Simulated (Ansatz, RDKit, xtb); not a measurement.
# C5H3BrClF: which of the isomers drawn lies lowest?

A sample of isomers of C5H3BrClF is drawn. Aim: find which of them has the lowest free energy at 298.15 K, then its properties. The sample is small against all isomers, and the most stable one of this formula need not be in it.

Plan: many cheap relaxations first (GFN2-xTB), then density-functional screening, relaxation at r2SCAN-D4/def2-SVP, vibrations (at GFN2-xTB) and a final energy. The numbers are computed, not measured.

## Step 1: Drawing up candidates

Isomers were taken from a list of plausible structures; this is a sample, not all of them. That gives 7 candidates.

```csv
label,SMILES,spin
c103,FCC#C/C(Br)=C/Cl,singlet
c431,C=CC1=C(Cl)[C@]1(F)Br,singlet
c480,F[C@H]1[C@]23C[C@]12[C@@]3(Cl)Br,singlet
c542,C#C/C(=C\Br)[C@H](F)Cl,singlet
c649,F[C@@H]1C=C(Cl)C(Br)=C1,singlet
c817,FC1=C(Br)C=C(Cl)C1,singlet
c956,F/C(Cl)=C1/CC=C1Br,singlet
```

Candidates are built by distance geometry, with a force field where one applies, in up to four conformers (letters a to d).

Q: Predict the outcome of this search (final energies at CCSD(T)/def2-SVP + MP2/def2-TZVPP - MP2/def2-SVP).

| quantity | value |
| --- | --- |
| lowest structure found | FC1=C(Br)C=C(Cl)C1, singlet |
| next finalist | F[C@@H]1C=C(Cl)C(Br)=C1, singlet, 2.9 kcal/mol higher in G |
| share at equilibrium, among the finalists | 99.2 % |

The lowest structure found is `FC1=C(Br)C=C(Cl)C1`. The margin, 2.9 kcal/mol, is modest. GFN2-xTB, HF/STO-3G, r2SCAN-D4/def2-SVP, r2SCAN-D4/def2-SVP, relaxed, HF/def2-SVP and MP2/def2-SVP already put its bonding pattern lowest among the structures in one piece. Lowest found is not proven lowest: the search is finite, and each finalist counts with one conformer. Only 7 drawn patterns were tried, so whole families of isomers are missing, and the result ranks this sample alone.
